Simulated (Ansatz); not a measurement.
**C₁₂H₁₀: basis-set convergence**

The task here is to estimate one member of a computed series from the others.

The runs use Ansatz 0.2.0, Gaussian basis; one geometry, several basis sets.

The runs, in order: PBE0-D4/def2-SVP; ωB97M-V/def2-SVP; PBE0-D4/def2-QZVPP; ωB97M-V/def2-QZVPP; the functionals' def2-TZVPP values are taken from earlier runs.

## The geometry

The geometry comes from an earlier relaxation with PBE0-D4 in a triple-zeta def2 set; it is a stationary point, not always the lowest conformer.

SMILES `c1cc2c3c(cccc3c1)CC2`, 22 atoms, charge 0, spin multiplicity 1.

Atoms are counted from 1 here; the program's logs count them from 0.

Bond lengths: C1–C2 1.414 Å, C1–C10 1.374 Å, C1–H13 1.085 Å, C2–C3 1.368 Å, C2–H14 1.085 Å, C3–C4 1.403 Å, C3–C12 1.506 Å, C4–C5 1.403 Å, C4–C9 1.404 Å, C5–C6 1.368 Å, C5–C11 1.506 Å, C6–C7 1.414 Å, C6–H15 1.085 Å, C7–C8 1.374 Å, C7–H16 1.085 Å, C8–C9 1.413 Å, C8–H17 1.085 Å, C9–C10 1.413 Å and more. Angles: C2–C1–C10 122.5°, C2–C1–H13 118.5°, C10–C1–H13 119.0°, C1–C2–C3 118.7°, C1–C2–H14 119.6°, C3–C2–H14 121.7°, C2–C3–C4 118.7°, C2–C3–C12 132.5°, C4–C3–C12 108.8°, C3–C4–C5 112.5°, C3–C4–C9 123.8°, C5–C4–C9 123.8°, C4–C5–C6 118.7°, C4–C5–C11 108.8°, C6–C5–C11 132.5°, C5–C6–C7 118.7°, C5–C6–H15 121.7°, C7–C6–H15 119.6° and more.

Set-up of the first run:

Contents of in.yaml:

```yaml
crystal:
  periodic: [false, false, false]
  atoms:
    - {symbol: C, position_ang: [1.098281, -2.489909, 0.349302]}
    - {symbol: C, position_ang: [1.841653, -1.480002, -0.304571]}
    - {symbol: C, position_ang: [1.272851, -0.246115, -0.467259]}
    - {symbol: C, position_ang: [-0.024652, -0.031871, 0.021143]}
    - {symbol: C, position_ang: [-0.477095, 1.274849, -0.214933]}
    - {symbol: C, position_ang: [-1.730418, 1.623805, 0.209202]}
    - {symbol: C, position_ang: [-2.519254, 0.652915, 0.868879]}
    - {symbol: C, position_ang: [-2.074705, -0.626384, 1.099797]}
    - {symbol: C, position_ang: [-0.785121, -1.014985, 0.673091]}
    - {symbol: C, position_ang: [-0.172566, -2.278822, 0.826735]}
    - {symbol: C, position_ang: [0.604380, 2.040697, -0.931340]}
    - {symbol: C, position_ang: [1.768330, 1.026681, -1.102744]}
    - {symbol: H, position_ang: [1.552012, -3.466809, 0.476680]}
    - {symbol: H, position_ang: [2.841697, -1.698262, -0.663417]}
    - {symbol: H, position_ang: [-2.128321, 2.620498, 0.051812]}
    - {symbol: H, position_ang: [-3.512224, 0.932702, 1.203783]}
    - {symbol: H, position_ang: [-2.712176, -1.340561, 1.609864]}
    - {symbol: H, position_ang: [-0.708252, -3.081282, 1.322402]}
    - {symbol: H, position_ang: [0.916699, 2.915665, -0.354921]}
    - {symbol: H, position_ang: [0.252149, 2.414533, -1.896443]}
    - {symbol: H, position_ang: [2.683308, 1.380354, -0.620069]}
    - {symbol: H, position_ang: [2.013415, 0.872303, -2.157008]}
basis:
  gaussian: {orbitals: def2-SVP}
hamiltonian: {xc: pbe0, dispersion: d4}
output: {orbitals: {seedname: orbitals}}
```

Started as:

```
$ ansatz run in.yaml --threads 4 --pin off --events-out ev --progress --plain --max-ram 66560MiB --backend cpu
```

Steps of the session up to this table: PBE0-D4 in def2-SVP; ωB97M-V in def2-SVP; PBE0-D4 in def2-QZVPP; ωB97M-V in def2-QZVPP.

One table of the session follows, with a row left open; its other results are not shown here.

It belongs to the step «Functionals by basis». 

| functional | basis | HOMO (eV) |
| --- | --- | --- |
| PBE0-D4 | def2-SVP | -5.95 |
| PBE0-D4 | def2-TZVPP | -5.95 |
| PBE0-D4 | def2-QZVPP | ? |
| ωB97M-V | def2-SVP | -7.84 |
| ωB97M-V | def2-TZVPP | -7.85 |
| ωB97M-V | def2-QZVPP | -7.86 |

**Question.** Estimate the row for PBE0-D4, def2-QZVPP.

As computed: HOMO (eV): -5.97. In the column «HOMO (eV)» it lies between ωB97M-V, def2-SVP (-7.84) and PBE0-D4, def2-SVP (-5.95).
